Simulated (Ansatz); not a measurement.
# wB97X/def2-SVP (core potential) run of HfF4 (SMILES F[Hf](F)(F)F)

Aim: the vertical singlet–triplet gap of HfF4 at wB97X/def2-SVP (core potential), from 2 runs. 

Program for the calculation: Ansatz 0.2.0.

7 further runs of the same task are left out: 6 that didn't finish, 1 set aside as unsound or not needed.

## (1) The molecule

The species is HfF4 (5 atoms), meant as a singlet with charge 0. SMILES: `F[Hf](F)(F)F`. The shape is that of a PBE0-D4/def2-TZVP optimisation.

Bond lengths: F1–Hf2 1.897 Å, Hf2–F3 1.897 Å, Hf2–F4 1.897 Å, Hf2–F5 1.897 Å. Angles: F1–Hf2–F3 109.5°, F1–Hf2–F4 109.5°, F1–Hf2–F5 109.5°, F3–Hf2–F4 109.5°, F3–Hf2–F5 109.5°, F4–Hf2–F5 109.5°.

## (2) A single-point energy at wB97X/def2-SVP (core potential)

Input file run.yaml:

```yaml
crystal:
  periodic: [false, false, false]
  atoms:
    - symbol: F
      position_ang: [-0.908700, -0.112040, 1.661430]
    - symbol: Hf
      position_ang: [-0.000000, 0.000000, -0.000000]
    - symbol: F
      position_ang: [1.622880, -0.977200, 0.099740]
    - symbol: F
      position_ang: [-1.093180, -0.727680, -1.368970]
    - symbol: F
      position_ang: [0.379000, 1.816910, -0.392190]
basis:
  gaussian: {orbitals: def2-SVP}
output: {orbitals: {seedname: orbitals}}
accuracy: high
hamiltonian: {xc: {name: wB97X}}
```

The run is started by

```bash
$ ansatz run run.yaml --threads 1 --pin off --max-ram 3480MiB --events-out events.jsonl --progress --plain --runs-dir runs
```

Standard output:

```text
Warning: RAYON_NUM_THREADS=1 ignored (pool sized by the plan → 1); use --threads N
Functional definition: wB97X
  name "wB97X"
  parameter omega = 0.3/bohr
  parameter cx = 0.157706
  parameter cx1 = 0.726479
  parameter cx2 = 1.04760
  parameter cx3 = -5.70635
  parameter cx4 = 13.2794
  parameter css1 = -4.33879
  parameter css2 = 18.2308
  parameter css3 = -31.7430
  parameter css4 = 17.2901
  parameter cos1 = 2.37031
  parameter cos2 = -11.3995
  parameter cos3 = 6.58405
  parameter cos4 = -3.78132
  exchange = spin_sum(e_x_unif_sr(omega)*poly(b97_u_x, 1 - cx, cx1, cx2, cx3, cx4)) + cx*exact_x_sr(omega)
      + exact_x_lr(omega)
  correlation = spin_sum(e_c_pw_same_spin*poly(b97_u_same, 1, css1, css2, css3, css4))
      + integral(e_c_pw_opposite_spin*poly(b97_u_opposite, 1, cos1, cos2, cos3, cos4))
1818 factors; integrals over basis functions are off by at most 3.1e-9 eV
363 factors; integrals over basis functions are off by at most 1.7e-9 eV
mean field evaluation 1: about -12165.0195 eV, gradient 6.8e1 eV
mean field evaluation 2: about -12158.1450 eV, gradient 1.0e2 eV
mean field evaluation 4: about -12172.9939 eV, gradient 8.6e-1 eV
mean field evaluation 8: about -12173.0427 eV, gradient 2.1e-2 eV
mean field evaluation 16: about -12173.0427 eV, gradient 6.1e-6 eV
mean field -12173.04267074 eV, -447.3510669651 hartree, gradient 1.5e-8 eV, S^2 0.000000; 0 other end points of the search recorded, 0 dependent functions left out
reference -12173.04266632 eV, -447.3510668027 hartree; 24, 24 occupied and 64, 64 virtual orbitals, 1818 factors
Total energy: -12173.04266632 eV, -447.3510668027 hartree
```

Run time: 26 s. Hardware: 1 thread of Intel Xeon Platinum 8375C at 2.90GHz (Ice Lake), shared host; peak memory 0.61 GiB.

## (3) The triplet

Input file in.yaml:

```yaml
crystal:
  periodic: [false, false, false]
  atoms:
    - symbol: F
      position_ang: [-0.908700, -0.112040, 1.661430]
    - symbol: Hf
      position_ang: [-0.000000, 0.000000, -0.000000]
    - symbol: F
      position_ang: [1.622880, -0.977200, 0.099740]
    - symbol: F
      position_ang: [-1.093180, -0.727680, -1.368970]
    - symbol: F
      position_ang: [0.379000, 1.816910, -0.392190]
basis:
  gaussian: {orbitals: def2-SVP}
output: {orbitals: {seedname: orbitals}}
accuracy: high
hamiltonian: {xc: {name: wB97X}}
magnetization: {spin_polarized: true, initial_magnetization: 2}
```

The run is started by

```bash
$ ansatz run in.yaml --threads 1 --pin off --max-ram 3480MiB --events-out events.jsonl --progress --plain --runs-dir runs
```

Standard output, cut to the lines that bear on the results:

```text
Warning: RAYON_NUM_THREADS=1 ignored (pool sized by the plan → 1); use --threads N
Functional definition: wB97X
  name "wB97X"
[...]
      + exact_x_lr(omega)
[...]
      + integral(e_c_pw_opposite_spin*poly(b97_u_opposite, 1, cos1, cos2, cos3, cos4))
1818 factors; integrals over basis functions are off by at most 3.1e-9 eV
363 factors; integrals over basis functions are off by at most 1.7e-9 eV
[...]
mean field -12162.93466475 eV, -446.9796045965 hartree, gradient 3.8e-8 eV, S^2 2.006835; 6 other end points of the search recorded, 0 dependent functions left out
reference -12162.93466032 eV, -446.9796044336 hartree; 25, 23 occupied and 63, 65 virtual orbitals, 1818 factors
Total energy: -12162.93466032 eV, -446.9796044336 hartree
```

Wall time 4.3 min (1 thread of Intel Xeon Platinum 8375C at 2.90GHz (Ice Lake), shared host); peak memory 1.1 GiB.

## (4) Summary of results

Level: wB97X/def2-SVP (core potential).

| quantity | value |
| --- | --- |
| singlet: total energy | -447.35107 Eh |
| singlet: HOMO energy | -14.57 eV |
| singlet: LUMO energy | 1.12 eV |
| singlet: HOMO–LUMO gap | 15.69 eV |
| triplet: total energy | -446.97960 Eh |
| triplet: HOMO energy (highest over α and β) | -4.51 eV |
| triplet: ⟨S²⟩ | 2.007 |
| vertical energy of the triplet above the singlet | 10.108 eV |

At this shape the triplet lies 10.11 eV (975 kJ/mol) above the singlet.
